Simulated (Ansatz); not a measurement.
# LiGdSe2: the cost of one run

Method: DFT LDA without U, plane waves, PAW, no spin–orbit coupling unless a run says so, in Ansatz 0.2.0.

## 1. The structure to begin with

It takes space group I4_1/amd (No. 141, tetragonal). The conventional cell has a = 5.756 Å, b = 5.756 Å, c = 11.607 Å, α = 90.00°, β = 90.00°, γ = 90.00°. Gd (site symmetry -4m2) has 6 Se at 2.88 to 2.89 Å as nearest neighbours. Li (site symmetry -4m2) is surrounded by 6 Se at 2.88 to 2.91 Å. Around Se (site symmetry 2mm) lie 3 Gd at 2.88 to 2.89 Å and 3 Li at 2.88 to 2.91 Å.

As a file:

```
CELL_PARAMETERS angstrom
-2.87819 2.87819 5.80357
2.87819 -2.87819 5.80357
2.87819 2.87819 -5.80357
ATOMIC_POSITIONS crystal
Gd 0.50000 0.50000 0.00000
Gd 0.25000 0.75000 0.50000
Li 0.00000 0.00000 0.00000
Li 0.75000 0.25000 0.50000
Se 0.74888 0.74888 0.00000
Se 0.25112 0.25112 0.00000
Se 0.00112 0.50112 0.50000
Se 0.49888 0.99888 0.50000
```

Magnetic order typed: ferromagnetic.

## 2. From atoms, symmetry kept, no search

input.yaml

```yaml
crystal:
  lattice:
    - [-2.87819378, 2.87819378, 5.80357355]
    - [2.87819378, -2.87819378, 5.80357355]
    - [2.87819378, 2.87819378, -5.80357355]
  atoms:
    - { symbol: Gd, position: [0.5, 0.5, 0.0], spin: 7.0 }
    - { symbol: Gd, position: [0.25, 0.75, 0.5], spin: 7.0 }
    - { symbol: Li, position: [0.0, 0.0, 0.0] }
    - { symbol: Li, position: [0.75, 0.25, 0.5] }
    - { symbol: Se, position: [0.748882, 0.748882, 0.0] }
    - { symbol: Se, position: [0.251118, 0.251118, 0.0] }
    - { symbol: Se, position: [0.001118, 0.501118, 0.5] }
    - { symbol: Se, position: [0.498882, 0.998882, 0.5] }
basis:
  ecutwfc: 420
  ecutrho_ratio: 4
kpoints:
  mp_grid: { grid: [5, 5, 5] }
hamiltonian:
  xc: lda
scf:
  occupations: { method: gaussian, width: 0.05 }
  lower_state_search: "off"
  max_iter: 150
output:
  forces: true
  stress: true
  eigenvalues: true
  populations: true
  hubbard: { sites: [{ site: 0, l: f }, { site: 1, l: f }] }
magnetization:
  spin_polarized: true
```

On the command line:

```
$ ansatz run input.yaml --threads 8 --pin off --max-ram 12288MiB --backend cpu --events-out ev --progress --plain --runs-dir out
```

**Question.** How long does this run take on 8 threads of Arm Neoverse N1, shared host, and how much memory does it need?

About 15 s, with a peak of 1.1 GiB.
